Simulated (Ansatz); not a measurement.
# Br₂H₂O₂Si: one species, many methods

How much do the methods differ for Br₂H₂O₂Si? The plan is to run it at one geometry with functionals of several rungs and with coupled cluster. The yardstick is the atomisation energy at the CCSD(T) limit.

The runs use Ansatz 0.2.0, Gaussian basis; functionals in def2-TZVPP, the program's frozen cores in correlated methods.

The runs, in order: LDA (SPW92), PBE-D4, revPBE-D4, BLYP-D4, r2SCAN-D4, B97M-V, PBE0-D4, B3LYP-D4, r2SCANh-D4, r2SCAN0-D4, HSE06-D4, BHLYP-D4, CAM-B3LYP-D4, LC-ωPBE, ωB97X-V, ωB97M-V, B2PLYP, PBE-QIDH; CCSD(T)/def2-SVP; CCSD(T)/def2-TZVPP; MP2/def2-QZVPP; extrapolation to the limit; RPA on PBE.

### 1 The relaxed structure

An earlier PBE0-D4 in a triple-zeta def2 set relaxation fixed the geometry.

SMILES `O[Si](O)(Br)Br`, 7 atoms, charge 0, spin multiplicity 1.

Atoms are counted from 1 here; the program's logs count them from 0.

Bond lengths: O1–Si2 1.623 Å, O1–H6 0.959 Å, Si2–O3 1.616 Å, Si2–Br4 2.193 Å, Si2–Br5 2.214 Å, O3–H7 0.960 Å. Angles: Si2–O1–H6 118.2°, O1–Si2–O3 109.0°, O1–Si2–Br4 112.2°, O1–Si2–Br5 108.7°, O3–Si2–Br4 106.5°, O3–Si2–Br5 111.7°, Br4–Si2–Br5 108.7°, Si2–O3–H7 117.6°.

Geometry (Å):

```mol
Br2H2O2Si
  3D, bonds by distance, orders not assigned

  7  6  0  0  0  0  0  0  0  0999 V2000
   -0.8092    0.2574    1.1349 O   0  0
   -0.0370   -0.0707   -0.2545 Si  0  0
    1.1208   -1.1618    0.0307 O   0  0
   -1.3687   -0.9554   -1.7554 Br  0  0
    0.7955    1.8136   -1.0667 Br  0  0
   -1.4075    1.0067    1.1552 H   0  0
    1.7674   -0.9578    0.7103 H   0  0
  1  2  8  0
  2  3  8  0
  2  4  8  0
  2  5  8  0
  1  6  8  0
  3  7  8  0
M  END
```

### 2 LDA

This LDA is Slater exchange with PW92 correlation.

File in.yaml:

```yaml
crystal:
  periodic: [false, false, false]
  atoms:
    - {symbol: O, position_ang: [-0.809160, 0.257376, 1.134909]}
    - {symbol: Si, position_ang: [-0.037043, -0.070709, -0.254486]}
    - {symbol: O, position_ang: [1.120800, -1.161771, 0.030688]}
    - {symbol: Br, position_ang: [-1.368742, -0.955414, -1.755395]}
    - {symbol: Br, position_ang: [0.795523, 1.813601, -1.066679]}
    - {symbol: H, position_ang: [-1.407458, 1.006675, 1.155173]}
    - {symbol: H, position_ang: [1.767380, -0.957757, 0.710291]}
basis:
  gaussian: {orbitals: def2-TZVPP}
hamiltonian: {xc: lda}
output: {orbitals: {seedname: orbitals}}
```

After this run come: PBE-D4 (GGA); revPBE-D4 (GGA); BLYP-D4 (GGA); r2SCAN-D4 (meta-GGA); B97M-V (meta-GGA); PBE0-D4 (hybrid); B3LYP-D4 (hybrid); r2SCANh-D4 (hybrid); r2SCAN0-D4 (hybrid); HSE06-D4 (hybrid); BHLYP-D4 (hybrid); CAM-B3LYP-D4 (range-separated); LC-ωPBE-D4 (range-separated); ωB97X-V (range-separated); ωB97M-V (range-separated); B2PLYP (double hybrid); PBE-QIDH (double hybrid); CCSD(T) in def2-SVP; CCSD(T) in def2-TZVPP; MP2 in def2-QZVPP; RPA on PBE orbitals.

**Question.** What will the summary of the whole plan be? Wanted: atomisation energy, CCSD(T)/CBS; farthest beyond LDA; mean size of error, GGA; mean size of error, meta-GGA; mean size of error, hybrid; mean size of error, range-separated; mean size of error, double hybrid; gap, smallest and largest; T1 diagnostic.

The runs gave:

| quantity | value |
| --- | --- |
| atomisation energy, CCSD(T)/CBS | 620.5 kcal/mol |
| functionals within 6.2 kcal/mol (1.0 %) | PBE-D4, r2SCAN-D4 |
| farthest beyond LDA | BHLYP-D4 (-38.0 kcal/mol) |
| mean size of error, GGA | 11.6 kcal/mol |
| mean size of error, meta-GGA | 6.4 kcal/mol |
| mean size of error, hybrid | 18.2 kcal/mol |
| mean size of error, range-separated | 11.1 kcal/mol |
| mean size of error, double hybrid | 16.2 kcal/mol |
| gap, smallest and largest | 5.85 eV (BLYP-D4), 13.23 eV (LC-ωPBE) |
| T1 diagnostic | 0.0088 |
| triples share of the correlation energy | 3.5 % |

LDA overbinds by 91.5 kcal/mol (15 %). PBE-D4 is off by +1.5 kcal/mol. Double hybrids carry the basis error of their MP2 part in triple zeta, and no dispersion term here, so their miss is partly the set-up's. By mean error the best rung here is meta-GGA (6.4 kcal/mol) and the worst beyond LDA is hybrid (18.2 kcal/mol). The mean of the hybrids holds BHLYP, with half exact exchange. Misses under about 6.2 kcal/mol are within the doubt on the reference itself, which lacks core-valence correlation, relativity and higher excitations, and its outer-core shells are covered unevenly. All levels share the lack of spin-orbit coupling, which lowers the free heavy atoms and so the true binding. Hartree-Fock recovers 69 % of the binding; the rest is correlation. CCSD(T) in def2-SVP is off by -68.4 kcal/mol, more than most functionals: a good method in a small basis is no reference. Orbital gaps span 5.9 to 13.2 eV; exact exchange widens them. Correlated methods include outer-core shells of Br, which these sets cover unevenly.
